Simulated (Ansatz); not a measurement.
**C3H6FIn: how energies converge with the basis set**

An exercise on one series of results from a longer session: the logs are not shown, and one member is left open.

Computed with Ansatz 0.2.0, Gaussian basis. Level: one geometry, several basis sets.

Levels to be run: PBE0-D4/def2-SVP; ωB97M-V/def2-SVP; PBE0-D4/def2-QZVPP; ωB97M-V/def2-QZVPP; the functionals' def2-TZVPP values are taken from earlier runs.

1 further run of the same task is left out (for a known fault of the program). Runs told in other sessions of the task aren't counted.

## Structure used throughout

An earlier PBE0-D4 in a triple-zeta def2 set relaxation fixed the geometry. In takes the def2 core potential; no spin-orbit term is included.

SMILES `C=[CH][In]([CH3])[F]`, 11 atoms, charge 0, spin multiplicity 1.

Atoms are counted from 1 here; the program's logs count them from 0.

Bond lengths: C1–C2 1.331 Å, C1–H6 1.086 Å, C1–H7 1.089 Å, C2–In3 2.114 Å, C2–H8 1.087 Å, In3–C4 2.127 Å, In3–F5 1.981 Å, C4–H9 1.091 Å, C4–H10 1.090 Å, C4–H11 1.089 Å. Angles: C2–C1–H6 121.8°, C2–C1–H7 121.8°, H6–C1–H7 116.4°, C1–C2–In3 118.5°, C1–C2–H8 119.3°, In3–C2–H8 122.2°, C2–In3–C4 146.3°, C2–In3–F5 104.1°, C4–In3–F5 109.5°, In3–C4–H9 109.6°, In3–C4–H10 111.2°, In3–C4–H11 108.3°, H9–C4–H10 108.6°, H9–C4–H11 109.1°, H10–C4–H11 109.9°.

Set-up of the first run:

in.yaml

```yaml
crystal:
  periodic: [false, false, false]
  atoms:
    - {symbol: C, position_ang: [-0.592914, 1.751231, 1.767704]}
    - {symbol: C, position_ang: [-1.072549, 0.939175, 0.829095]}
    - {symbol: In, position_ang: [0.283194, -0.277541, -0.242586]}
    - {symbol: C, position_ang: [0.524241, -1.742403, -1.765141]}
    - {symbol: F, position_ang: [2.052038, 0.177012, 0.525922]}
    - {symbol: H, position_ang: [0.468782, 1.801496, 1.992587]}
    - {symbol: H, position_ang: [-1.242853, 2.400831, 2.351603]}
    - {symbol: H, position_ang: [-2.142554, 0.921569, 0.637574]}
    - {symbol: H, position_ang: [0.469158, -1.265355, -2.744831]}
    - {symbol: H, position_ang: [-0.251836, -2.505260, -1.705365]}
    - {symbol: H, position_ang: [1.505285, -2.200755, -1.646561]}
basis:
  gaussian: {orbitals: def2-SVP}
hamiltonian: {xc: pbe0, dispersion: d4}
output: {orbitals: {seedname: orbitals}}
```

On the command line:

```bash
$ ansatz run in.yaml --threads 4 --pin off --events-out ev --progress --plain --max-ram 10444MiB
```

Steps of the session up to this table: PBE0-D4 in def2-SVP; ωB97M-V in def2-SVP; PBE0-D4 in def2-QZVPP; ωB97M-V in def2-QZVPP.

One of the session's tables, all rows but one given; the rest of the session is left out.

It belongs to the step «Density functionals: the series». 

```
functional       basis  HOMO (eV)  LUMO (eV)
   PBE0-D4    def2-SVP      -7.73      -1.27
   PBE0-D4  def2-TZVPP      -7.81      -1.40
   PBE0-D4  def2-QZVPP      -7.83      -1.43
   ωB97M-V    def2-SVP      -9.87       0.44
   ωB97M-V  def2-TZVPP      -9.96       0.20
   ωB97M-V  def2-QZVPP          ?          ?
```

**Question.** Estimate the row for ωB97M-V, def2-QZVPP.

**Answer.** HOMO (eV): -9.97; LUMO (eV): 0.13. In the column «HOMO (eV)» it is the lowest.
